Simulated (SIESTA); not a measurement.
The system is CsLiCr2Te2S3.

```
Cs Li Cr Te S
1.0
     7.28959   -2.10433    0.01772
     7.28959    2.10433    0.01772
    -2.53315    0.00000    7.28100
Cs Li Cr Te S
1 1 2 2 3
Direct
  0.50000 0.50000 0.00000
  0.00000 0.00000 0.50000
  0.32870 0.32870 0.43300
  0.67130 0.67130 0.56700
  0.80672 0.80672 0.17427
  0.19328 0.19328 0.82573
  0.16358 0.16358 0.39713
  0.83642 0.83642 0.60287
  0.50000 0.50000 0.50000
```

The cell was built by a generator and needn't be a form met in nature.

```yaml
Program: SIESTA 5.4.2
Task: single point
Functional: PBE
Potentials_or_basis: PseudoDojo 0.4 standard (PBE files)
Basis: DZP (energy shift 0.003 Ry; two zetas on semicore shells; d shell added on Cs)
Grid_cutoff: 800 Ry
Energy_shift: 0.003 Ry
k_mesh: 7 × 7 × 4
Occupations: fermi-dirac, width 0.05 eV
Spin: collinear spin, ferromagnetic start
Starting_moments: "[0.0, 0.0, 3.0, 3.0, 0.0, 0.0, 0.0, 0.0, 0.0] μB"
```

On this cell: pressure 0.7 GPa; largest force 0.235 eV/Å; net moment 5.28 μB per cell; site moments Cs -0.05; Li -0.02; Cr +3.29; Te -0.32; S -0.27, -0.08 μB; band gap on the k mesh none (metal or under the smearing width).

The same run follows on a disturbed copy (atoms moved at random, drawn with an rms of 0.05 Å):

```xyz
9
Lattice="7.2896 -2.1043 0.0177 7.2896 2.1043 0.0177 -2.5332 0.0000 7.2810" Properties=species:S:1:pos:R:3 pbc="T T T"
Cs    7.2449    0.0046   -0.0074
Li   -1.3080    0.0102    3.6791
Cr    3.7236   -0.0123    3.1971
Cr    8.3702    0.0023    4.1425
Te   11.3061   -0.0243    1.2539
Te    0.7062   -0.0055    6.0560
S     1.3619   -0.0424    2.8704
S    10.6835    0.0306    4.4206
S     5.9899    0.0240    3.6500
```

Problem. What changes?

Solution. The energy (extrapolated to zero smearing) moves by +3.6 meV/atom; pressure 0.4 GPa; largest force 0.624 eV/Å; net moment 5.32 μB per cell; site moments Cs -0.05; Li -0.01; Cr +3.29, +3.35; Te -0.34, -0.33; S -0.27, -0.26, -0.07 μB; band gap on the k mesh none (metal or under the smearing width).

Forces in eV/Å, atoms in the order of the input:
```
Cs   0.030 -0.007  0.044
Li   0.055  0.204  0.032
Cr  -0.544  0.091 -0.292
Cr  -0.056 -0.141  0.039
Te   0.073  0.036  0.121
Te  -0.092  0.029 -0.180
S    0.173  0.235 -0.071
S   -0.098 -0.225  0.275
S    0.460 -0.221  0.031
```

Stress tensor (GPa, compression positive):
```
 0.22 -0.02  0.04
-0.02  0.63 -0.31
 0.04 -0.31  0.28
```

Caveats: the basis of atomic orbitals isn't converged, which shifts pressures, moduli and gaps; only a ferromagnetic start was run, and an antiferromagnetic order may lie lower in energy.
